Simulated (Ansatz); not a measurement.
**C₂H₇InO: a ladder of functionals and wavefunction methods**

Aim: compute C₂H₇InO with functionals from several rungs and with coupled cluster. The yardstick is the atomisation energy at the CCSD(T) limit.

Method: functionals in def2-TZVPP, the program's frozen cores in correlated methods; program: Ansatz 0.2.0, Gaussian basis.

Levels to be run: LDA (SPW92), PBE-D4, revPBE-D4, BLYP-D4, r2SCAN-D4, B97M-V, PBE0-D4, B3LYP-D4, r2SCANh-D4, r2SCAN0-D4, HSE06-D4, BHLYP-D4, CAM-B3LYP-D4, LC-ωPBE, ωB97X-V, ωB97M-V, B2PLYP, PBE-QIDH; CCSD(T)/def2-SVP; CCSD(T)/def2-TZVPP; MP2/def2-QZVPP; extrapolation to the limit; RPA on PBE.

## 1. The geometry

The geometry comes from an earlier relaxation with PBE0-D4 in a triple-zeta def2 set; it is a stationary point, not always the lowest conformer. In takes the def2 core potential; no spin-orbit term is included.

SMILES `C[CH](O)[InH2]`, 11 atoms, charge 0, spin multiplicity 1.

Atoms are counted from 1 here; the program's logs count them from 0.

Bond lengths: C1–C2 1.510 Å, C1–H5 1.094 Å, C1–H6 1.100 Å, C1–H7 1.093 Å, C2–O3 1.432 Å, C2–In4 2.187 Å, C2–H8 1.097 Å, O3–H9 0.964 Å, In4–H10 1.731 Å, In4–H11 1.728 Å. Angles: C2–C1–H5 110.9°, C2–C1–H6 111.2°, C2–C1–H7 111.7°, H5–C1–H6 107.1°, H5–C1–H7 108.1°, H6–C1–H7 107.6°, C1–C2–O3 111.8°, C1–C2–In4 116.4°, C1–C2–H8 109.8°, O3–C2–In4 97.8°, O3–C2–H8 109.8°, In4–C2–H8 110.7°, C2–O3–H9 109.2°, C2–In4–H10 117.7°, C2–In4–H11 121.1°, H10–In4–H11 121.1°.

Geometry (Å):

```mol
C2H7InO
  3D, bonds by distance, orders not assigned

 11 10  0  0  0  0  0  0  0  0999 V2000
   -0.7025    1.1101    0.3972 C   0  0
   -0.2530   -0.3298    0.3283 C   0  0
    0.8186   -0.5975    1.2404 O   0  0
    0.7620   -0.9445   -1.5087 In  0  0
   -1.5301    1.2949   -0.2943 H   0  0
   -1.0602    1.3669    1.4049 H   0  0
    0.1083    1.7991    0.1478 H   0  0
   -1.0994   -0.9935    0.5447 H   0  0
    0.5410   -0.3625    2.1330 H   0  0
    1.7279    0.2355   -2.3280 H   0  0
    0.6873   -2.5786   -2.0653 H   0  0
  1  2  8  0
  2  3  8  0
  2  4  8  0
  1  5  8  0
  1  6  8  0
  1  7  8  0
  2  8  8  0
  3  9  8  0
  4 10  8  0
  4 11  8  0
M  END
```

## 2. LDA

This LDA is Slater exchange with PW92 correlation.

Contents of in.yaml:

```yaml
crystal:
  periodic: [false, false, false]
  atoms:
    - {symbol: C, position_ang: [-0.702466, 1.110056, 0.397188]}
    - {symbol: C, position_ang: [-0.252977, -0.329796, 0.328316]}
    - {symbol: O, position_ang: [0.818582, -0.597539, 1.240406]}
    - {symbol: In, position_ang: [0.762006, -0.944481, -1.508724]}
    - {symbol: H, position_ang: [-1.530061, 1.294914, -0.294283]}
    - {symbol: H, position_ang: [-1.060161, 1.366891, 1.404858]}
    - {symbol: H, position_ang: [0.108285, 1.799076, 0.147783]}
    - {symbol: H, position_ang: [-1.099388, -0.993506, 0.544730]}
    - {symbol: H, position_ang: [0.540982, -0.362548, 2.132958]}
    - {symbol: H, position_ang: [1.727933, 0.235494, -2.327959]}
    - {symbol: H, position_ang: [0.687263, -2.578570, -2.065263]}
basis:
  gaussian: {orbitals: def2-TZVPP}
hamiltonian: {xc: lda}
output: {orbitals: {seedname: orbitals}}
```

Started as:

```bash
ansatz run in.yaml --threads 4 --pin off --events-out ev --progress --plain --max-ram 10444MiB
```

The runs that follow: PBE-D4 (GGA); revPBE-D4 (GGA); BLYP-D4 (GGA); r2SCAN-D4 (meta-GGA); B97M-V (meta-GGA); B3LYP-D4 (hybrid); r2SCANh-D4 (hybrid); r2SCAN0-D4 (hybrid); HSE06-D4 (hybrid); BHLYP-D4 (hybrid); CAM-B3LYP-D4 (range-separated); LC-ωPBE (range-separated); ωB97X-V (range-separated); ωB97M-V (range-separated); B2PLYP (double hybrid); PBE-QIDH (double hybrid); CCSD(T) in def2-SVP; CCSD(T) in def2-TZVPP; MP2 in def2-QZVPP; RPA on PBE orbitals.

Q: Predict the results of all the runs planned. Wanted: atomisation energy, CCSD(T)/CBS; farthest beyond LDA; mean size of error, GGA; mean size of error, meta-GGA; mean size of error, hybrid; mean size of error, range-separated; mean size of error, double hybrid; gap, smallest and largest; T1 diagnostic.

The runs gave:

| quantity | value |
| --- | --- |
| atomisation energy, CCSD(T)/CBS | 3615.8 kJ/mol |
| functionals within 36.2 kJ/mol (1.0 %) | r2SCAN-D4, B97M-V, PBE0-D4, B3LYP-D4, r2SCANh-D4, HSE06-D4, CAM-B3LYP-D4, LC-ωPBE, ωB97X-V, ωB97M-V |
| farthest beyond LDA | BHLYP-D4 (-123.3 kJ/mol) |
| mean size of error, GGA | 43.7 kJ/mol |
| mean size of error, meta-GGA | 6.2 kJ/mol |
| mean size of error, hybrid | 45.3 kJ/mol |
| mean size of error, range-separated | 4.9 kJ/mol |
| mean size of error, double hybrid | 52.8 kJ/mol |
| gap, smallest and largest | 3.33 eV (LDA (SPW92)), 9.89 eV (LC-ωPBE) |
| T1 diagnostic | 0.0126 |
| triples share of the correlation energy | 3.4 % |

What this shows: LDA overbinds by 523.9 kJ/mol (14 %). PBE-D4 is off by +37.6 kJ/mol. Double hybrids carry the basis error of their MP2 part in triple zeta, and no dispersion term here, so their miss is partly the set-up's. The rungs range-separated, meta-GGA miss on average by less than the doubt on the reference (36.2 kJ/mol), so they tie. Misses under about 36.2 kJ/mol are within the doubt on the reference itself, which lacks core-valence correlation, spin-orbit coupling and higher excitations, and its outer-core shells are covered unevenly. All levels share the lack of spin-orbit coupling, which lowers the free heavy atoms and so the true binding. Hartree-Fock recovers 71 % of the binding; the rest is correlation. CCSD(T) in def2-SVP is off by -194.9 kJ/mol, so the small basis spoils what the method gains. The gap grows from 3.3 to 9.9 eV across the functionals, mostly with the share of exact exchange. Correlated methods include outer-core shells of In, which these sets cover unevenly.
